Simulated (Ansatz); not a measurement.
Task: a relaxed scan of one distance of CH3BrGe, SMILES [CH3][Ge][Br], with Ansatz's Python interface. Give the script and its output. Use (for the species named): PBE, def2-SVP basis, multiplicity 1, D3BJ dispersion.

```xyz
6

C    -0.4216    0.3776   -0.2863
Ge    0.2265   -0.3962    1.3214
Br    1.9700   -1.7970    0.7598
H     0.4051    1.0210   -0.7953
H    -1.3131    1.0857   -0.0569
H    -0.8248   -0.3551   -0.9889
```

Script `run_relaxed_scan.py`:
```python
"""One bond of CH3BrGe held at set lengths while the rest relaxes."""

import warnings

import ansatz as az
from ase import Atoms
import numpy as np

BASIS = "def2-SVP"
XC = "pbe"
VDW = "d3bj"

warnings.simplefilter("ignore", az.DeckWarning)

atoms = Atoms(["C", "Ge", "Br", "H", "H", "H"], positions=[
    (-0.4216, 0.3776, -0.2863),
    (0.2265, -0.3962, 1.3214),
    (1.97, -1.797, 0.7598),
    (0.4051, 1.021, -0.7953),
    (-1.3131, 1.0857, -0.0569),
    (-0.8248, -0.3551, -0.9889),
])
system = az.Crystal.molecule_from_ase(atoms)

calc = (
    system.calculation()
    .basis(gaussian=BASIS)
    .functional(XC, dispersion=VDW)
)
symbols = [site.symbol for site in system.cartesian_sites]
pairs = [(0, 1), (0, 3), (0, 4), (0, 5), (1, 2)]
print("held (A)   E (eV)        ", "  ".join(f"{symbols[i]}{i}-{symbols[j]}{j}" for i, j in pairs))
for length in [1.0, 1.09, 1.18, 1.31, 1.47]:
    data = calc.relax(constraints=[az.DistanceConstraint((0, 5), at=length)], force_tolerance=0.02, max_steps=60).run(threads=1).report
    xyz = np.array(data["positions_ang"])
    print(f"{length:6.2f} {data['free_energy_ev']:14.5f}  ", "  ".join(f"{np.linalg.norm(xyz[i] - xyz[j]):.3f}" for i, j in pairs))
```

Running `python run_relaxed_scan.py` prints:
```text
held (A)   E (eV)         C0-Ge1  C0-H3  C0-H4  C0-H5  Ge1-Br2
  1.00  -127614.19879   2.010  1.114  1.110  1.000  2.382
  1.09  -127614.42567   2.010  1.111  1.109  1.090  2.382
  1.18  -127614.36845   2.008  1.111  1.109  1.180  2.380
  1.31  -127614.03016   1.999  1.107  1.110  1.310  2.382
  1.47  -127613.45168   1.986  1.106  1.108  1.470  2.383
```

What to keep in mind:
- Total energies depend on the basis set; only differences at equal settings carry meaning.
- The energies are electronic: no zero-point or thermal terms, and the basis set is short of its limit.
- The script silences the warnings on its input, which a real study should read.
- Finished in 2.3 min on 1 thread of Arm Neoverse V2, with other jobs on the host, peak memory 0.21 GiB.
